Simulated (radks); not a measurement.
# Numerical settings for Bi

How sensitive is the result for neutral bismuth to mesh, mixing and thresholds? A default run comes first. The defaults are a mesh step of 0.008 in ln r, a mesh end at 40 bohr or more, Anderson mixing 0.5 over 9 steps and a tight residual threshold, with the energy settled to 1e-9 hartree as well; every run has a cap on iterations.

Program: radks (a radial shooting solver on a logarithmic mesh, Libxc functionals) version 1. Level of theory: scalar-relativistic Kohn-Sham, PBE, spin-unpolarised, spherical densities, point nucleus. These are calculated values, not measurements, unless marked.

### 1 The system

* element: bismuth (Z = 83)
* charge: 0
* electrons: 83
* configuration: [Hg] 6p3

Outer shells as boxes (Hund's rule):

Bi
```
[Hg] core
6p [↑ ][↑ ][↑ ]
```

### 2 Default settings

Input:

```text
Z 83
configuration [Hg] 6p3
relativity scalar-relativistic
functional pbe,pbe
spin unpolarised
nucleus point
c 137.035999084
max_iterations 72
```

Command:

```sh
$ python run_ks.py task.json out
```

The same process makes all the runs of this session.

### 3 Mesh step in ln r 0.005

Input: that of step 2 with these lines changed.

```diff
@@ -7,2 +7,3 @@
 c 137.035999084
+mesh_step 0.005
 max_iterations 72
```

### 4 Mesh step in ln r 0.08

Input: that of step 3 with these lines changed.

```diff
@@ -7,3 +7,3 @@
 c 137.035999084
-mesh_step 0.005
+mesh_step 0.08
 max_iterations 72
```

### 5 Mesh step in ln r 0.12

Input: that of step 4 with these lines changed.

```diff
@@ -7,3 +7,3 @@
 c 137.035999084
-mesh_step 0.08
+mesh_step 0.12
 max_iterations 72
```

### 6 Mesh end (bohr) 400

Input: that of step 5 with these lines changed.

```diff
@@ -7,3 +7,3 @@
 c 137.035999084
-mesh_step 0.12
+mesh_end 400
 max_iterations 72
```

### 7 Mesh end (bohr) 12

Input: that of step 6 with these lines changed.

```diff
@@ -7,3 +7,3 @@
 c 137.035999084
-mesh_end 400
+mesh_end 12
 max_iterations 72
```

### 8 Residual threshold 1e-16

Input: that of step 7 with these lines changed.

```diff
@@ -7,3 +7,3 @@
 c 137.035999084
-mesh_end 12
+threshold 1e-16
 max_iterations 72
```

### 9 Residual threshold 1e-05

Input: that of step 8 with these lines changed.

```diff
@@ -7,3 +7,3 @@
 c 137.035999084
-threshold 1e-16
+threshold 1e-05
 max_iterations 72
```

### 10 Mixing 0.2

Input: that of step 9 with these lines changed.

```diff
@@ -7,3 +7,3 @@
 c 137.035999084
-threshold 1e-05
+mixing 0.2
 max_iterations 72
```

### 11 Mixing history 1, mixing 0.2

Input: that of step 10 with these lines changed.

```diff
@@ -7,2 +7,3 @@
 c 137.035999084
+history 1
 mixing 0.2
```

### 12 Mixing history 1, mixing 0.5

Input: that of step 11 with these lines changed.

```diff
@@ -8,3 +8,3 @@
 history 1
-mixing 0.2
+mixing 0.5
 max_iterations 72
```

### 13 Mixing history 3

Input: that of step 12 with these lines changed.

```diff
@@ -7,4 +7,3 @@
 c 137.035999084
-history 1
-mixing 0.5
+history 3
 max_iterations 72
```

### 14 Iteration cap 8

Input: that of step 13 with these lines changed.

```diff
@@ -7,3 +7,2 @@
 c 137.035999084
-history 3
-max_iterations 72
+max_iterations 8
```

What does the calculation give? Wanted: for each run, setting; iterations; converged; change of E.

As calculated:

```tsv
setting	mesh points	iterations	converged	change of E (mhartree)	time
Default settings	2728	13	yes	0	0.22 s
mesh step in ln r 0.005	4365	13	yes	0	0.34 s
mesh step in ln r 0.08	273	4	no	-	0.07 s
mesh step in ln r 0.12	182	4	no	-	0.01 s
mesh end (bohr) 400	2764	13	yes	0	0.21 s
mesh end (bohr) 12	2326	13	yes	+0.0558	0.2 s
residual threshold 1e-16	2728	72	no	-	0.5 s
residual threshold 1e-05	2728	9	yes	-0.0004651	0.16 s
mixing 0.2	2728	17	yes	0	0.26 s
mixing history 1, mixing 0.2	2728	72	no	-	1.1 s
mixing history 1, mixing 0.5	2728	30	yes	0	0.51 s
mixing history 3	2728	16	yes	0	0.31 s
iteration cap 8	2728	8	no	-	0.18 s
```

**Reading.** A zero stands for a change under the printed digits. No run that converges misses the default energy by more than 1 mhartree. Not converged or rejected: mesh step in ln r 0.08; mesh step in ln r 0.12; residual threshold 1e-16; mixing history 1, mixing 0.2; iteration cap 8.
